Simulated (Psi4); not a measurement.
**CH5NOSn (SMILES C[O][Sn][NH2]) in Psi4**

Wanted: the energy of CH5NOSn.

The results are computed with Psi4 1.11.

7 further runs of the same task are left out: 1 that didn't finish, 6 set aside as unsound or not needed.

## (1) The system as given

CH5NOSn has 9 atoms, charge 0, and is taken as a singlet. As SMILES, `C[O][Sn][NH2]`. Geometry: relaxed at PBE0-D4/def2-TZVP. This is one conformer, not always the lowest.

Bond lengths: C1–O2 1.397 Å, O2–Sn3 1.984 Å, Sn3–N4 2.019 Å, C1–H5 1.100 Å, C1–H6 1.095 Å, C1–H7 1.100 Å, N4–H8 1.009 Å, N4–H9 1.008 Å. Some angles: C1–O2–Sn3 126.2°, O2–Sn3–N4 96.0°, O2–C1–H5 112.4°, O2–C1–H6 109.1°, O2–C1–H7 112.4°, Sn3–N4–H8 125.6°, Sn3–N4–H9 123.3°, H5–C1–H6 107.4°, H5–C1–H7 107.7°, H6–C1–H7 107.4°.

## (2) The run

job.dat

```
memory 1600 mb

molecule molecule1 {
  0 1
  C      0.312100     1.250800    -0.463800
  O      1.272700     0.692500     0.383500
  Sn     1.184200    -1.094900     1.240500
  N     -0.602900    -1.616900     0.458400
  H      0.158200     0.654300    -1.374600
  H      0.643900     2.247000    -0.776000
  H     -0.664300     1.367900     0.028000
  H     -1.162300    -1.047400    -0.158300
  H     -1.053000    -2.499600     0.645100
  symmetry c1
}

set globals {
  basis     def2-TZVP
  reference rks
  scf_type  df
  soscf     true
}

energy('tpssh')
```

Run with:

```
$ psi4 job.dat job.out -n 1
```

job.out:

```text
Psi4 1.11 release

   => Loading Basis Set <=

    Name: DEF2-TZVP
    Role: ORBITAL
    Keyword: BASIS

    !!!  WARNING: ECP capability is in beta. Please check occupations closely.  !!!

         ---------------------------------------------------------
                                   SCF
                              RKS Reference
                        1 Threads,   1525 MiB Core
         ---------------------------------------------------------

  ==> Geometry <==

    Molecular point group: c1
    Full point group: C1

    Geometry (in Angstrom), charge = 0, multiplicity = 1:

       Center              X                  Y                   Z               Mass
    ------------   -----------------  -----------------  -----------------  -----------------
         C           -0.619699107945     2.012205789847    -1.386755383107    12.000000000000
         O            0.340900892055     1.453905789847    -0.539455383107    15.994914619570
         SN           0.252400892055    -0.333494210153     0.317544616893   119.902201630000
[... 5 lines of this table left out ...]
         H           -1.984799107945    -1.738194210153    -0.277855383107     1.007825032230

  Running in c1 symmetry.

[... 85 lines left out ...]
    Weights Tolerance      =       1.00E-15
[... 40 lines left out ...]
  ==> Pre-Iterations <==

  SCF Guess: Superposition of Atomic Densities via on-the-fly atomic UHF (no occupation information).

 WARNING: Atomic UHF is not converging! Try casting from a smaller basis or call Rob at CCMST.
   -------------------------
    Irrep   Nso     Nmo
   -------------------------
     A        173     173
   -------------------------
    Total     173     173
   -------------------------

  ==> Iterations <==

                           Total Energy        Delta E     RMS |[F,P]|

   @DF-RKS iter SAD:  -383.67724802803997   -3.83677e+02   0.00000e+00
   @DF-RKS iter   1:  -384.62489415429258   -9.47646e-01   7.96868e-03 DIIS/ADIIS
   @DF-RKS iter   2:  -379.84222508559662    4.78267e+00   1.69055e-02 DIIS/ADIIS
   @DF-RKS iter   3:  -385.25982544239787   -5.41760e+00   3.69857e-03 DIIS/ADIIS

RuntimeError:
Fatal Error: Vx: RKS does not support rotated V builds for MGGA's

Printing out the relevant lines from the Psithon --> Python processed input file:
    core.IO.set_default_namespace("molecule1")
    core.set_global_option("BASIS", "def2-TZVP")
    core.set_global_option("REFERENCE", "rks")
    core.set_global_option("SCF_TYPE", "df")
    core.set_global_option("SOSCF", "true")
--> energy('tpssh')

!----------------------------------------------------------------------------------!
!                                                                                  !
! Fatal Error: Vx: RKS does not support rotated V builds for MGGA's                !
!                                                                                  !
!----------------------------------------------------------------------------------!

    Psi4 run time: 0:00:17.23
```

Run time: 19 s. Hardware: 1 thread of AMD EPYC 7B13 (Zen 3), shared host; peak memory 1.3 GiB.

## (3) Reading the log

The program stopped with an error.

The telling line is `Fatal Error: Vx: RKS does not support rotated V builds for MGGA's`. To mend it: soscf at its default in place of yes. As typed, the program can't run this.
